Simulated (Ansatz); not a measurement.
## Sb, space group R-3m: a comparison of functionals at one structure

Program: Ansatz 0.2.0, Python API.

The script reads `POSCAR_sb`:
```text
Sb
1.0
   2.15420000    1.24372795    3.75800000
  -2.15420000    1.24372795    3.75800000
   0.00000000   -2.48745590    3.75800000
Sb
2
Direct
   0.23349000    0.23349000    0.23349000
   0.76651000    0.76651000    0.76651000
```

Script `sb_xc.py`:
```python
'''Functional comparison for Sb (totals differ with the potentials too).'''

import ansatz as az
from ase.io import read


def main() -> None:
    atoms = read('POSCAR_sb', format='vasp')
    system = az.Crystal.from_ase(atoms)

    setup = (
        system.calculation()
        .scf(tolerance=1e-09)
        .basis(470)
        .occupations('Fermi-Dirac', width=0.1)
        .kpoints(9, 9, 9, center='gamma')
    )

    rows = []
    for value in ['blyp', 'lda', 'pbesol', 'pbe']:
        data = setup.functional(value).run(threads=1, backend='cpu').report
        rows.append((value, data['free_energy_ev'] / len(data['lattice']['sites']), data['n_iterations'], data['n_kpoints']))

    print('  functional   F/atom (eV)    iterations      k-points')
    for row in rows:
        print(f'{str(row[0]):>12s}  {row[1]:12.5f}  {row[2]:12d}  {row[3]:12d}')


if __name__ == '__main__':
    main()
```

Output of `python sb_xc.py`:
```text
  functional   F/atom (eV)    iterations      k-points
        blyp   -6501.16007             9            85
         lda   -6335.82097             9            85
      pbesol   -6408.08910             9            85
         pbe   -6484.48239             8            85
```

Total energies of different functionals can't be compared; pressures, moments and gaps at this one structure can. It ran for 26 s on 1 thread of Arm Neoverse V2, on a shared host, peak memory 0.48 GiB.
